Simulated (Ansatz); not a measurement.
# FH5O2Si: the cost of one run

Method: PBE0-D4, def2-SVP first, then def2-TZVP; program: Ansatz 0.2.0, Gaussian basis.

152 further runs of the same task are left out: 152 set aside as unsound or not needed.

## 1. Where the work starts

The guess: 9 atoms, charge 0, spin multiplicity 1.

Atoms are counted from 1 here; the program's logs count them from 0.

Bond lengths: Si1–H3 1.444 Å, Si1–H4 1.441 Å, Si1–O5 1.633 Å, Si1–O7 1.803 Å, O5–H8 0.953 Å, H6–O7 1.102 Å, O7–H9 0.960 Å. Angles: H3–Si1–H4 133.4°, H3–Si1–O5 109.5°, H3–Si1–O7 101.1°, H4–Si1–O5 96.7°, H4–Si1–O7 110.9°, O5–Si1–O7 101.2°, Si1–O5–H8 124.6°, Si1–O7–H6 86.8°, Si1–O7–H9 116.8°, H6–O7–H9 114.2°.

As a file:

```csv
atom,x (Å),y (Å),z (Å)
Si1,-0.48910,-0.17850,0.29360
F2,1.05160,-1.74980,0.39930
H3,-1.13820,-1.16860,-0.53380
H4,-0.18390,-0.10990,1.69980
O5,-1.31330,1.22840,0.20900
H6,1.37740,-0.75580,-0.35980
O7,0.96450,0.20720,-0.70020
H8,-1.74830,1.55450,-0.57360
H9,1.47930,0.97250,-0.43440
```

Distances that are to change: Si1–O7 1.80 Å, F2–H6 1.29 Å, Si1–F2 2.20 Å, H6–O7 1.10 Å.

## 2. Constrained relaxation of the guess

Input file hold/in.yaml:

```yaml
crystal:
  periodic: [false, false, false]
  atoms:
    - {symbol: Si, position_ang: [-0.489100, -0.178500, 0.293600]}
    - {symbol: F, position_ang: [1.051600, -1.749800, 0.399300]}
    - {symbol: H, position_ang: [-1.138200, -1.168600, -0.533800]}
    - {symbol: H, position_ang: [-0.183900, -0.109900, 1.699800]}
    - {symbol: O, position_ang: [-1.313300, 1.228400, 0.209000]}
    - {symbol: H, position_ang: [1.377400, -0.755800, -0.359800]}
    - {symbol: O, position_ang: [0.964500, 0.207200, -0.700200]}
    - {symbol: H, position_ang: [-1.748300, 1.554500, -0.573600]}
    - {symbol: H, position_ang: [1.479300, 0.972500, -0.434400]}
basis:
  gaussian: {orbitals: def2-SVP}
hamiltonian: {xc: pbe0, dispersion: d4}
relax: {f_tol: 0.04, max_steps: 150, escape_saddle: false, constraints: [{distance: [0, 6]}, {distance: [1, 5]}, {distance: [0, 1]}, {distance: [5, 6]}]}
```

Launch:

```
> ansatz run in.yaml --threads 3 --pin off --events-out ev --progress --plain --max-ram 6092MiB
```

**Question.** How long does this run take on 3 threads of Intel Xeon at 2.30GHz, shared host?

About 12 s.
